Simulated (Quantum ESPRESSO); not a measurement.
Crystal: CoO.

```
Co O
1.0
     0.00000    2.13150    2.13150
     2.13150    0.00000    2.13150
     2.13150    2.13150    0.00000
Co O
1 1
Direct
  0.00000 0.00000 0.00000
  0.50000 0.50000 0.50000
```

Base run:

- Program: Quantum ESPRESSO 7.5
- Functional: LDA
- Potentials or basis: GBRV 1.5 LDA
- Cutoff: 762 eV
- Density cutoff: 6095 eV
- k mesh: 11 × 11 × 11
- Occupations: fermi-dirac, width 0.05 eV
- Spin: collinear spin, ferromagnetic start
- Starting moments: [2.0, 0.0] μB

Its results: band gap on the k mesh none (metal or under the smearing width); pressure -18.5 GPa; net moment 2.96 μB per cell; site moments Co +2.49; O +0.36 μB.

Problem. The run is repeated on the same cell with these changes: functional from LDA to PBEsol; potentials or basis from GBRV 1.5 LDA to GBRV 1.5 PBEsol. What comes out?

Solution. Band gap on the k mesh none (metal or under the smearing width); pressure -10.7 GPa; net moment 2.99 μB per cell; site moments Co +2.54; O +0.35 μB.

Caveats: a cell with one magnetic atom can't hold antiferromagnetic order, which such compounds often take; semilocal functionals often make such compounds metallic where correlation or magnetic order opens a gap, which also shifts bond lengths; so large a pressure means that the cell lies far from this level's equilibrium, or that cutoff or potentials fall short (some runs).
